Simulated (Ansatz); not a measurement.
Turn this script for Ansatz 0.2.0, Python API into the input file that the command-line program reads.

`fatbands_tcru.py`
```python
from pathlib import Path
import warnings

import ansatz as az
import pandas as pd


def main() -> None:
    warnings.simplefilter("ignore", az.DeckWarning)

    xtal = (
        az.Lattice.of((2.72486253, 0.0, 0.0), (-1.36243126, 2.35980017, 0.0), (0.0, 0.0, 4.31289415))
        .atom("Tc", (0.0, 0.0, 0.0))
        .atom("Ru", (1 / 3, 2 / 3, 0.5))
    )

    points = {"G": (0.0, 0.0, 0.0), "M": (0.5, 0.0, 0.0), "K": (0.33333, 0.33333, 0.0), "A": (0.0, 0.0, 0.5), "L": (0.5, 0.0, 0.5)}
    model = xtal.calculation()
    model = model.occupations("gaussian")
    model = model.kpoints(10, 10, 6)
    model = model.functional("lda").band_structure(list(points.values()), intervals=1)
    model = model.fat_bands()
    result = model.run(threads=1)
    summary = result.report
    file = Path(result.write_results("results")) / "fatbands.tsv"
    names = file.read_text().splitlines()[0].lstrip("# ").split("\t")
    table = pd.read_csv(file, sep="\t", comment="#", names=names)
    near = table[table.e_minus_ef.abs() < 2]
    for ik, label in enumerate(points):
        print(label)
        for _, row in near[near.ik == ik].iterrows():
            main = row[names[4:]].astype(float).nlargest(2)
            print(f"   band {int(row.band):3d} {row.e_minus_ef:7.3f} eV  " + ", ".join(f"{k} {v:.2f}" for k, v in main.items()))


if __name__ == "__main__":
    main()
```

Output of `python fatbands_tcru.py`:
```text
G
   band  12  -1.933 eV  tc0_l2_4D 0.53, ru1_l2_4D 0.46
   band  13  -1.251 eV  tc0_l2_4D 0.84, ru1_l2_4D 0.15
   band  14  -1.251 eV  tc0_l2_4D 0.84, ru1_l2_4D 0.15
   band  15  -0.929 eV  ru1_l2_4D 0.68, tc0_l2_4D 0.32
   band  16  -0.929 eV  ru1_l2_4D 0.68, tc0_l2_4D 0.32
   band  17   1.569 eV  tc0_l1_4P 0.00, ru1_l1_4P 0.00
   band  18   1.969 eV  tc0_l2_4D 0.68, ru1_l2_4D 0.32
   band  19   1.969 eV  tc0_l2_4D 0.68, ru1_l2_4D 0.32
M
   band  12  -1.592 eV  tc0_l2_4D 0.53, ru1_l2_4D 0.44
   band  13  -1.429 eV  ru1_l2_4D 0.45, tc0_l2_4D 0.19
   band  14  -0.980 eV  tc0_l2_4D 0.59, ru1_l2_4D 0.32
   band  15   1.678 eV  ru1_l2_4D 0.97, tc0_l2_4D 0.02
K
   band  14  -0.516 eV  tc0_l2_4D 0.58, ru1_l2_4D 0.39
   band  15   1.555 eV  ru1_l2_4D 0.54, tc0_l2_4D 0.45
   band  16   1.825 eV  tc0_l2_4D 0.63, ru1_l2_4D 0.36
A
   band  16   0.885 eV  ru1_l2_4D 0.72, tc0_l2_4D 0.28
   band  17   0.885 eV  ru1_l2_4D 0.72, tc0_l2_4D 0.28
   band  18   1.605 eV  tc0_l2_4D 0.87, ru1_l2_4D 0.13
   band  19   1.605 eV  tc0_l2_4D 0.87, ru1_l2_4D 0.13
L
   band  12  -0.920 eV  ru1_l2_4D 0.99, tc0_l2_4D 0.01
   band  13  -0.104 eV  tc0_l2_4D 0.96, ru1_l2_4D 0.03
   band  14   0.670 eV  ru1_l2_4D 0.51, tc0_l2_4D 0.19
   band  15   1.229 eV  tc0_l2_4D 0.51, ru1_l2_4D 0.14
   band  16   1.782 eV  ru1_l2_4D 0.97, tc0_l2_4D 0.03
```

`input.yaml`:
```yaml
crystal:
  lattice:
    - [2.72486253, 0.0, 0.0]
    - [-1.36243126, 2.35980017, 0.0]
    - [0.0, 0.0, 4.31289415]
  atoms:
    - { symbol: Tc, position: [0.0, 0.0, 0.0] }
    - { symbol: Ru, position: [0.3333333333333333, 0.6666666666666666, 0.5] }
kpoints:
  mp_grid:
    grid: [10, 10, 6]
  band_path:
    path:
      - [0.0, 0.0, 0.0]
      - [0.5, 0.0, 0.0]
      - [0.33333, 0.33333, 0.0]
      - [0.0, 0.0, 0.5]
      - [0.5, 0.0, 0.5]
    npoints: 1
hamiltonian:
  xc: lda
scf:
  occupations:
    method: gaussian
output:
  fatbands: true
```

What to keep in mind:
- Spin is left out of this run.
- The computed bands are complete only to about 1.6 eV above the Fermi level.
- For a metal this k-point mesh is coarse: on a finer one energies can move by several to tens of meV an atom and pressures by half a GPa or more, differences at one mesh by less.
- The structure comes from a database of computed cells and needn't be a stable or known phase.
- Levels are Kohn-Sham eigenvalues on this mesh, without spin-orbit coupling.
- Energies are less the Fermi level and bands count from 0. Only the largest channels are printed, equivalent atoms hold more, and in degenerate sets the split between sites is arbitrary; shells that the potentials lack have no channel.
- The whole script took 4.9 s on 1 thread of Arm Neoverse V2, on a shared host, peak memory 0.42 GiB.

(Lines on the test bed's own set-up are left out of the output.)
